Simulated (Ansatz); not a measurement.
# K2Sc4Si: the cost of one run

Computed with Ansatz 0.2.0 (DFT PBE, scalar-relativistic, plane waves, PAW, unless a step's input says otherwise).

1 further run of the same task is left out (it didn't finish).

## Step 1: The system as given

It takes space group P6/mmm (No. 191, hexagonal). The conventional cell has a = 5.993 Å, b = 5.993 Å, c = 5.648 Å, α = 90.00°, β = 90.00°, γ = 120.00°. Around K (site symmetry -6m2) lie 9 Sc at 3.31 to 3.46 Å and 3 K at 3.46 Å. Sc (site symmetry mmm) is surrounded by 4 Sc at 3.00 Å and 2 Si at 3.00 Å and 4 K at 3.31 Å. Around Sc (site symmetry 6/mmm) lie 2 Si at 2.82 Å. Si (site symmetry 6/mmm) is surrounded by 8 Sc at 2.82 to 3.00 Å.

Structure file:

```
K Sc Si
1.0
     5.99311    0.00000    0.00000
    -2.99656    5.19019    0.00000
     0.00000    0.00000    5.64772
K Sc Si
2 4 1
Direct
  0.33333 0.66667 0.50000
  0.66667 0.33333 0.50000
  0.50000 0.00000 0.00000
  0.00000 0.50000 0.00000
  0.50000 0.50000 0.00000
  0.00000 0.00000 0.50000
  0.00000 0.00000 0.00000
```

A structure generator made this guess: random cell by space group and Wyckoff sites (P6/mmm, No. 191). Its size is a rough estimate.

## Step 2: A first look at the guess

Contents of input.yaml:

```yaml
crystal:
  lattice:
    - [5.99311439, 0.0, 0.0]
    - [-2.9965572, 5.19018931, 0.0]
    - [0.0, 0.0, 5.64772341]
  atoms:
    - { symbol: K, position: [0.33333333, 0.66666667, 0.5] }
    - { symbol: K, position: [0.66666667, 0.33333333, 0.5] }
    - { symbol: Sc, position: [0.5, 0.0, 0.0] }
    - { symbol: Sc, position: [0.0, 0.5, 0.0] }
    - { symbol: Sc, position: [0.5, 0.5, 0.0] }
    - { symbol: Sc, position: [0.0, 0.0, 0.5] }
    - { symbol: Si, position: [0.0, 0.0, 0.0] }
basis:
  ecutwfc: 420
kpoints:
  mp_grid: { grid: [3, 3, 4] }
hamiltonian:
  xc: pbe
scf:
  occupations: { method: gaussian, width: 0.1 }
  lower_state_search: "off"
output:
  forces: true
  stress: true
  eigenvalues: true
```

Launch:

```
ansatz run input.yaml --threads 1 --pin off --max-ram 2560MiB --backend cpu --events-out ev --progress --plain --runs-dir out
```

What time and memory should one allow on 1 thread of Intel Xeon Platinum 8488C (Sapphire Rapids), shared host?

About 3.4 s, with a peak of 0.48 GiB.
